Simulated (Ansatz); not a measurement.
# CH₈Si₂Te: up Jacob's ladder to CCSD(T)

The task here is to estimate one member of a computed series from the others.

Method: functionals in def2-TZVPP, the program's frozen cores in correlated methods; program: Ansatz 0.2.0, Gaussian basis.

Plan: PBE-D4, r2SCAN-D4, PBE0-D4, B3LYP-D4, ωB97X-V, ωB97M-V, B2PLYP; CCSD(T)/def2-TZVPP; MP2/def2-QZVPP; extrapolation to the limit.

## The geometry

The geometry comes from an earlier relaxation with PBE0-D4 in a triple-zeta def2 set; it is a stationary point, not always the lowest conformer. Te takes the def2 core potential; no spin-orbit term is included.

SMILES `C[Te][SiH2][SiH3]`, 12 atoms, charge 0, spin multiplicity 1.

Atoms are counted from 1 here; the program's logs count them from 0.

Bond lengths: C1–Te2 2.150 Å, C1–H5 1.087 Å, C1–H6 1.089 Å, C1–H7 1.087 Å, Te2–Si3 2.491 Å, Si3–Si4 2.337 Å, Si3–H8 1.488 Å, Si3–H9 1.490 Å, Si4–H10 1.489 Å, Si4–H11 1.486 Å, Si4–H12 1.489 Å. Angles: Te2–C1–H5 109.6°, Te2–C1–H6 106.4°, Te2–C1–H7 110.0°, H5–C1–H6 109.9°, H5–C1–H7 111.0°, H6–C1–H7 109.9°, C1–Te2–Si3 94.6°, Te2–Si3–Si4 110.0°, Te2–Si3–H8 105.7°, Te2–Si3–H9 110.7°, Si4–Si3–H8 110.7°, Si4–Si3–H9 110.9°, H8–Si3–H9 108.8°, Si3–Si4–H10 109.5°, Si3–Si4–H11 109.2°, Si3–Si4–H12 112.0°, H10–Si4–H11 108.7°, H10–Si4–H12 108.2° and more.

Set-up of the first run:

in.yaml reads:

```yaml
crystal:
  periodic: [false, false, false]
  atoms:
    - {symbol: C, position_ang: [-0.468029, 2.221810, -0.199012]}
    - {symbol: Te, position_ang: [-1.431527, 1.025507, 1.305748]}
    - {symbol: Si, position_ang: [0.276092, -0.787020, 1.244522]}
    - {symbol: Si, position_ang: [0.300854, -1.788795, -0.866596]}
    - {symbol: H, position_ang: [0.521378, 2.513583, 0.144695]}
    - {symbol: H, position_ang: [-1.088494, 3.106026, -0.333527]}
    - {symbol: H, position_ang: [-0.408345, 1.667046, -1.131910]}
    - {symbol: H, position_ang: [-0.136892, -1.765860, 2.286038]}
    - {symbol: H, position_ang: [1.622498, -0.253758, 1.595184]}
    - {symbol: H, position_ang: [0.475512, -0.742009, -1.910369]}
    - {symbol: H, position_ang: [-0.995643, -2.478540, -1.095797]}
    - {symbol: H, position_ang: [1.409697, -2.773190, -1.004976]}
basis:
  gaussian: {orbitals: def2-TZVPP}
hamiltonian: {xc: pbe, dispersion: d4}
output: {forces: true, orbitals: {seedname: orbitals}}
```

Launch:

```bash
ansatz run in.yaml --threads 4 --pin off --events-out ev --progress --plain --max-ram 10444MiB
```

Among the steps run: PBE-D4 (GGA); r2SCAN-D4 (meta-GGA); PBE0-D4 (hybrid); B3LYP-D4 (hybrid); ωB97X-V (range-separated); ωB97M-V (range-separated); B2PLYP (double hybrid); CCSD(T) in def2-TZVPP; MP2 in def2-QZVPP.

One of the session's tables, all rows but one given; the rest of the session is left out.

| method | atomisation energy (eV) |
| --- | --- |
| PBE-D4 | 37.965 |
| r2SCAN-D4 | 37.955 |
| PBE0-D4 | 37.760 |
| B3LYP-D4 | ? |
| ωB97X-V | 38.229 |
| ωB97M-V | 37.854 |
| B2PLYP | 37.370 |
| HF/def2-TZVPP | 28.332 |
| MP2/def2-TZVPP | 36.900 |
| CCSD/def2-TZVPP | 36.645 |
| CCSD(T)/def2-TZVPP | 37.095 |
| MP2/CBS | 38.006 |
| CCSD(T)/CBS | 38.201 |

Q: Estimate the row for B3LYP-D4 from the others.

The run gave: atomisation energy (eV): 37.981. In the column «atomisation energy (eV)» it lies between PBE-D4 (37.965) and MP2/CBS (38.006).

Limits of these values: Free atoms (1 C, 1 Te, 2 Si, 8 H) were run apart at each level; the atomisation energy is their sum less the molecule, without zero-point or spin-orbit terms.
